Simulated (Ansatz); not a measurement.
# Sn4As: the cost of one run

Method: DFT PBE, scalar-relativistic, plane waves, PAW, in Ansatz 0.2.0.

### Step 1. Starting point

It takes space group P4/mmm (No. 123, tetragonal). Conventional cell: a = 4.451 Å, b = 4.451 Å, c = 6.843 Å, α = 90.00°, β = 90.00°, γ = 90.00°. Around Sn (site symmetry 2mm) lie 1 Sn at 2.14 Å and 2 As at 2.47 Å. As (site symmetry 4/mmm) has 8 Sn at 2.47 Å as nearest neighbours.

Coordinates:

```cif
data_structure
_symmetry_space_group_name_H-M 'P 1'
_symmetry_Int_Tables_number 1
_cell_length_a 4.4513
_cell_length_b 4.4513
_cell_length_c 6.8434
_cell_angle_alpha 90.000
_cell_angle_beta 90.000
_cell_angle_gamma 90.000
_cell_volume 135.60
loop_
_atom_site_label
_atom_site_type_symbol
_atom_site_fract_x
_atom_site_fract_y
_atom_site_fract_z
_atom_site_occupancy
Sn1 Sn 0.00000 0.50000 0.34341 1
Sn2 Sn 0.50000 0.00000 0.65659 1
Sn3 Sn 0.00000 0.50000 0.65659 1
Sn4 Sn 0.50000 0.00000 0.34341 1
As1 As 0.00000 0.00000 0.50000 1
```

A structure generator made this guess: random cell by space group and Wyckoff sites (P4/mmm, No. 123). Lengths come from tabulated atomic sizes and are only a guess.

### Step 2. The guess as it stands, on a coarse mesh

The input, input.yaml:

```yaml
crystal:
  lattice:
    - [4.45132491, 0.0, 0.0]
    - [0.0, 4.45132491, 0.0]
    - [0.0, 0.0, 6.8433504]
  atoms:
    - { symbol: Sn, position: [0.0, 0.5, 0.34340533] }
    - { symbol: Sn, position: [0.5, 0.0, 0.65659467] }
    - { symbol: Sn, position: [0.0, 0.5, 0.65659467] }
    - { symbol: Sn, position: [0.5, 0.0, 0.34340533] }
    - { symbol: As, position: [0.0, 0.0, 0.5] }
basis:
  ecutwfc: 420
kpoints:
  mp_grid: { grid: [4, 4, 4] }
hamiltonian:
  xc: pbe
scf:
  occupations: { method: gaussian, width: 0.1 }
  lower_state_search: "off"
output:
  forces: true
  stress: true
  eigenvalues: true
```

On the command line:

```sh
$ ansatz run input.yaml --threads 1 --pin off --max-ram 2560MiB --backend cpu --events-out ev --progress --plain --runs-dir out
```

**Question.** How long does this run take on 1 thread of Intel Xeon 6975P-C (Granite Rapids), shared host, and how much memory does it need?

About 4.1 s, with a peak of 0.47 GiB.
